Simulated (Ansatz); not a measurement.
**Molecular dynamics of Li5Mn4Co2O12, charge -1**

Input file:

```yaml
accuracy: low
crystal:
  lattice:
    - [-7.403294, -4.631513, 0.0]
    - [2.880544, -4.631513, 0.0]
    - [1.471861, 0.375828, 4.928955]
  atoms:
    - { symbol: Li, position: [0.084891, 0.227352, 0.50739] }
    - { symbol: Li, position: [0.25, 0.75, 0.5] }
    - { symbol: Mn, position: [0.1674055, 0.4996495, 0.999277], spin: 3.5 }
    - { symbol: Mn, position: [0.8325945, 0.5003505, 0.000723], spin: 3.5 }
    - { symbol: Co, position: [0.5, 0.5, 0.0], spin: 1.8 }
    - { symbol: O, position: [0.370826, 0.61029, 0.233666] }
    - { symbol: O, position: [0.035819, 0.63553, 0.215927] }
    - { symbol: O, position: [0.710149, 0.610269, 0.237223] }
    - { symbol: O, position: [0.964181, 0.36447, 0.784073] }
    - { symbol: O, position: [0.629174, 0.38971, 0.766334] }
    - { symbol: O, position: [0.289851, 0.389731, 0.762777] }
    - { symbol: Li, position: [0.415109, 0.272648, 0.49261] }
    - { symbol: Li, position: [0.584891, 0.727352, 0.50739] }
    - { symbol: Li, position: [0.75, 0.25, 0.5] }
    - { symbol: Mn, position: [0.6674055, 0.9996495, 0.999277], spin: 3.5 }
    - { symbol: Mn, position: [0.3325945, 0.0003505, 0.000723], spin: 3.5 }
    - { symbol: Co, position: [0.0, 0.0, 0.0], spin: 1.8 }
    - { symbol: O, position: [0.870826, 0.11029, 0.233666] }
    - { symbol: O, position: [0.535819, 0.13553, 0.215927] }
    - { symbol: O, position: [0.210149, 0.110269, 0.237223] }
    - { symbol: O, position: [0.464181, 0.86447, 0.784073] }
    - { symbol: O, position: [0.129174, 0.88971, 0.766334] }
    - { symbol: O, position: [0.789851, 0.889731, 0.762777] }
magnetization:
  spin_polarized: true
total_charge: -1
basis:
  ecutwfc: 420.0
kpoints:
  mp_grid: { grid: [1, 2, 2] }
hamiltonian:
  xc: pbesol
scf:
  occupations: { method: fermi_dirac, width: 0.05 }
  lower_state_search: "off"
md:
  timestep: 1
  n_steps: 60
  ensemble: nvt_nose_hoover
  temperature: 1500.0
  initial_velocities: maxwell_boltzmann
  seed: 792874
  nose_hoover: { tau: 200.0, chain_length: 3 }
```

Launched with:

```bash
$ ansatz run input.yaml --threads 2 --pin off --max-ram 5120MiB --backend cpu --events-out ev --progress --plain --runs-dir out
```

It starts from an unrelaxed structure (largest force component 1.64 eV/Å).

Output, in part (one step line in 2):

```
md step     0: t =     0.00 fs  T =  1500.0 K  F+E_penalty+E_count = -33403.42832492 eV  E_kin = 4.265580 eV  conserved = -33399.16274496 eV  (35 SCF iters)
md step     2: t =     2.00 fs  T =  1519.9 K  F+E_penalty+E_count = -33403.48499424 eV  E_kin = 4.322131 eV  conserved = -33399.16286041 eV  (19 SCF iters)
md step     4: t =     4.00 fs  T =  1506.6 K  F+E_penalty+E_count = -33403.44722096 eV  E_kin = 4.284248 eV  conserved = -33399.16295815 eV  (19 SCF iters)
md step     6: t =     6.00 fs  T =  1458.0 K  F+E_penalty+E_count = -33403.30928473 eV  E_kin = 4.146268 eV  conserved = -33399.16298925 eV  (20 SCF iters)
md step     8: t =     8.00 fs  T =  1374.4 K  F+E_penalty+E_count = -33403.07127411 eV  E_kin = 3.908373 eV  conserved = -33399.16288475 eV  (20 SCF iters)
md step    10: t =    10.00 fs  T =  1259.0 K  F+E_penalty+E_count = -33402.74268164 eV  E_kin = 3.580138 eV  conserved = -33399.16260138 eV  (20 SCF iters)
md step    12: t =    12.00 fs  T =  1119.4 K  F+E_penalty+E_count = -33402.34504933 eV  E_kin = 3.183160 eV  conserved = -33399.16212288 eV  (17 SCF iters)
md step    14: t =    14.00 fs  T =   967.4 K  F+E_penalty+E_count = -33401.91200563 eV  E_kin = 2.751042 eV  conserved = -33399.16150134 eV  (21 SCF iters)
md step    16: t =    16.00 fs  T =   818.0 K  F+E_penalty+E_count = -33401.48589600 eV  E_kin = 2.326043 eV  conserved = -33399.16082972 eV  (18 SCF iters)
md step    18: t =    18.00 fs  T =   686.7 K  F+E_penalty+E_count = -33401.11156509 eV  E_kin = 1.952874 eV  conserved = -33399.16023065 eV  (19 SCF iters)
md step    20: t =    20.00 fs  T =   587.7 K  F+E_penalty+E_count = -33400.82886897 eV  E_kin = 1.671267 eV  conserved = -33399.15981296 eV  (18 SCF iters)
md step    22: t =    22.00 fs  T =   530.7 K  F+E_penalty+E_count = -33400.66570666 eV  E_kin = 1.509041 eV  conserved = -33399.15965916 eV  (18 SCF iters)
md step    24: t =    24.00 fs  T =   519.4 K  F+E_penalty+E_count = -33400.63288463 eV  E_kin = 1.476995 eV  conserved = -33399.15981005 eV  (17 SCF iters)
md step    26: t =    26.00 fs  T =   550.8 K  F+E_penalty+E_count = -33400.72164313 eV  E_kin = 1.566460 eV  conserved = -33399.16024880 eV  (17 SCF iters)
md step    28: t =    28.00 fs  T =   615.5 K  F+E_penalty+E_count = -33400.90467763 eV  E_kin = 1.750314 eV  conserved = -33399.16089090 eV  (19 SCF iters)
md step    30: t =    30.00 fs  T =   699.2 K  F+E_penalty+E_count = -33401.14144941 eV  E_kin = 1.988261 eV  conserved = -33399.16158883 eV  (18 SCF iters)
md step    32: t =    32.00 fs  T =   786.3 K  F+E_penalty+E_count = -33401.38731703 eV  E_kin = 2.235896 eV  conserved = -33399.16216847 eV  (18 SCF iters)
md step    34: t =    34.00 fs  T =   863.3 K  F+E_penalty+E_count = -33401.60400970 eV  E_kin = 2.455095 eV  conserved = -33399.16249919 eV  (20 SCF iters)
md step    36: t =    36.00 fs  T =   922.1 K  F+E_penalty+E_count = -33401.76780654 eV  E_kin = 2.622144 eV  conserved = -33399.16253832 eV  (19 SCF iters)
md step    38: t =    38.00 fs  T =   960.2 K  F+E_penalty+E_count = -33401.87220236 eV  E_kin = 2.730406 eV  conserved = -33399.16235453 eV  (19 SCF iters)
md step    40: t =    40.00 fs  T =   979.8 K  F+E_penalty+E_count = -33401.92391309 eV  E_kin = 2.786365 eV  conserved = -33399.16210609 eV  (19 SCF iters)
md step    42: t =    42.00 fs  T =   985.2 K  F+E_penalty+E_count = -33401.93462468 eV  E_kin = 2.801526 eV  conserved = -33399.16190902 eV  (18 SCF iters)
md step    44: t =    44.00 fs  T =   979.6 K  F+E_penalty+E_count = -33401.91423829 eV  E_kin = 2.785731 eV  conserved = -33399.16176909 eV  (18 SCF iters)
md step    46: t =    46.00 fs  T =   965.6 K  F+E_penalty+E_count = -33401.86973101 eV  E_kin = 2.745957 eV  conserved = -33399.16164344 eV  (18 SCF iters)
md step    48: t =    48.00 fs  T =   945.4 K  F+E_penalty+E_count = -33401.80736326 eV  E_kin = 2.688456 eV  conserved = -33399.16150616 eV  (18 SCF iters)
md step    50: t =    50.00 fs  T =   921.5 K  F+E_penalty+E_count = -33401.73431317 eV  E_kin = 2.620374 eV  conserved = -33399.16136236 eV  (17 SCF iters)
md step    52: t =    52.00 fs  T =   896.5 K  F+E_penalty+E_count = -33401.65842059 eV  E_kin = 2.549514 eV  conserved = -33399.16123751 eV  (18 SCF iters)
md step    54: t =    54.00 fs  T =   873.1 K  F+E_penalty+E_count = -33401.58663937 eV  E_kin = 2.482798 eV  conserved = -33399.16116090 eV  (20 SCF iters)
md step    56: t =    56.00 fs  T =   852.7 K  F+E_penalty+E_count = -33401.52349608 eV  E_kin = 2.424758 eV  conserved = -33399.16113961 eV  (19 SCF iters)
md step    58: t =    58.00 fs  T =   836.0 K  F+E_penalty+E_count = -33401.47077287 eV  E_kin = 2.377215 eV  conserved = -33399.16114923 eV  (18 SCF iters)
md step    60: t =    60.00 fs  T =   823.0 K  F+E_penalty+E_count = -33401.42876370 eV  E_kin = 2.340519 eV  conserved = -33399.16115587 eV  (18 SCF iters)
```

The run went to its last step. The conserved energy stayed within 0.13 meV per atom of its start (net change 0.069 meV per atom), so the integration is sound. The mean temperature of the second half is 40 % below the set value. A run of 0.06 ps of so small a system gives no equilibrium averages. No Hubbard correction was used and the magnetic state wasn't searched. Limits of this set-up: coarse k mesh, low accuracy level, charged cell in a uniform background, uncorrected.

Mean squared displacements from the first frame to the last, about the centre of mass: Li 0.29 Å², Mn 0.02 Å², Co 0.03 Å², O 0.08 Å².

Last frame:

```xyz
23
Lattice="-7.4033 -4.6315 0.0000 2.8805 -4.6315 0.0000 1.4719 0.3758 4.9290" Properties=species:S:1:pos:R:3
Li 0.367 -0.771 2.706
Li 0.648 -4.250 2.685
Mn 1.669 -2.683 4.763
Mn -4.669 -6.356 -0.019
Co -2.340 -4.506 0.140
O -0.857 -4.439 1.410
O 2.017 -3.230 0.987
O -3.066 -6.351 0.939
O -4.883 -5.748 3.884
O -2.528 -4.029 3.935
O 0.097 -2.626 3.693
Li -1.408 -2.909 2.679
Li -1.415 -6.580 2.322
Li -4.152 -4.814 2.404
Mn -0.575 -7.410 4.835
Mn -2.481 -1.534 -0.073
Co 0.008 0.019 0.100
O -5.706 -4.546 1.048
O -3.092 -2.974 1.177
O -0.597 -1.603 1.027
O 0.165 -5.856 4.042
O 2.745 -4.220 3.885
O -2.224 -7.392 3.685
```

Run time: 12 min on 2 threads of Arm Neoverse V2, on a shared host, peak memory 0.77 GiB.
